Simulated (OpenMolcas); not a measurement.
# W⁴⁺ among point charges: CASSCF levels and susceptibility

How does a field of 5 point charges split the states of W⁴⁺, and what χT follows?

Method: state-averaged CASSCF, spin-orbit coupling by RASSI with atomic mean-field integrals. Code: OpenMolcas 26.06.

1 further run of the same task is left out (it didn't finish).

## (1) What is computed

```
Species                           : W⁴⁺ (tungsten, Z = 74, 70 electrons)
Basis                             : ANO-RCC-VTZP [8s7p5d3f2g1h], 104 functions
Scalar Hamiltonian                : DKH2, point nucleus
Inactive shells                   : 1s 2s 2p 3s 3p 3d 4s 4p 4d 4f 5s 5p
Active space                      : 2 electrons in 5 orbitals (5d)
Some configurations of this space : 5d2
Orbitals                          : optimised for each spin and parity, averaged over all roots
```

The outer shells:

5d2
```
5d [↑ ][↑ ][  ][  ][  ]
```

The ion sits among 5 point charges of -1.5 e arranged as a trigonal bipyramid (D3h), 1.74 Å from the ion, with the axial distance 1.705 Å. The active orbitals were held to one l.

The work runs as a chain of OpenMolcas steps in one folder; each step below is one input file. Labels, J, g values, rates, χT and fits are worked out afterwards by a script from the matrices that RASSI stores.

## (2) Basis and integrals

Contents of a.inp:

```
&GATEWAY
Coord
1

W 0.0 0.0 0.0
Basis=ANO-RCC-VTZP
Group=NoSym
NoMove
AngMom=0.0 0.0 0.0
AMFI
XField
5 Angstrom 0
1.740000 0.000000 0.000000 -1.500000
-0.870000 1.506884 0.000000 -1.500000
-0.870000 -1.506884 0.000000 -1.500000
0.000000 0.000000 1.705200 -1.500000
0.000000 0.000000 -1.705200 -1.500000
&SEWARD
```

The run is started by

```
$ OMP_NUM_THREADS=1 MOLCAS_MEM=1689 MOLCAS_PROJECT=a pymolcas a.inp > a.log
```

## (3) CASSCF: triplets, 10 roots

Contents of a.inp:

```
&RASSCF
FileOrb=start.orb
Symmetry=1
Spin=3
nActEl=2 0 0
Inactive=34
Ras2=5
CIRoot=10 10 1
SDav=10
CIMx=300
Iter=120 100
PrWF=0.3
OrbListing=Nothing
MaxOrb=0
SupSym
1
25 10 11 12 13 14 19 20 21 22 23 35 36 37 38 39 52 53 54 55 56 57 58 59
60 61
>>> COPY $Project.JobIph JOB001
```

start.orb holds the contracted functions of the basis, ordered by shell, or the orbitals of the step before.

## (4) Reference wave functions, singlets, 15 roots

Contents of a.inp:

```
&RASSCF
FileOrb=start.orb
Symmetry=1
Spin=1
nActEl=2 0 0
Inactive=34
Ras2=5
CIRoot=15 15 1
SDav=15
CIMx=300
Iter=120 100
PrWF=0.3
OrbListing=Nothing
MaxOrb=0
SupSym
1
25 10 11 12 13 14 19 20 21 22 23 35 36 37 38 39 52 53 54 55 56 57 58 59
60 61
>>> COPY $Project.JobIph JOB002
```

## (5) RASSI: spin-orbit coupling between the states

Contents of a.inp:

```
&RASSI
NrOfJobIphs=2 10 15
1 2 3 4 5 6 7 8 9 10
1 2 3 4 5 6 7 8 9 10 11 12 13 14 15
IphNames
JOB001
JOB002
EJob
SpinOrbit
DIPRint=1.0
SOCoupling=1000.0
Subsets=2
Property=9
'ANGMOM' 1 'ANGMOM' 2 'ANGMOM' 3 'MLTPL  1' 1 'MLTPL  1' 2 'MLTPL  1' 3
'AMFI' 1 'AMFI' 2 'AMFI' 3
SOProperty=3
'ANGMOM' 1 'ANGMOM' 2 'ANGMOM' 3
```

**Question.** What will these runs give? Wanted: spin-free ground state; first state of the same spin within the active space; lowest level; next level.

The runs gave:

| quantity | value |
| --- | --- |
| method | CASSCF |
| spin-free ground state | 3A2, 1-fold in its orbital part |
| first state of the same spin within the active space | triplet at 2480 cm⁻¹ |
| lowest level | 1-fold A1 |
| next level | 550.7 cm⁻¹ |
| χT at 300 K | 0.05 cm³ K/mol |
| effective moment at 300 K | 0.64 μB |

**Reading.** The spin-free ground state (3A2) comes to 97 % from free-ion F terms and keeps the highest spin of the shell. χT at 300 K is 0.05, against 1.00 cm³ K/mol for the spin alone, so spin-orbit coupling lowers it. The field of point charges can differ much from that of real complexes. Point charges carry no covalency, so the field is a model and not that of real ligands.
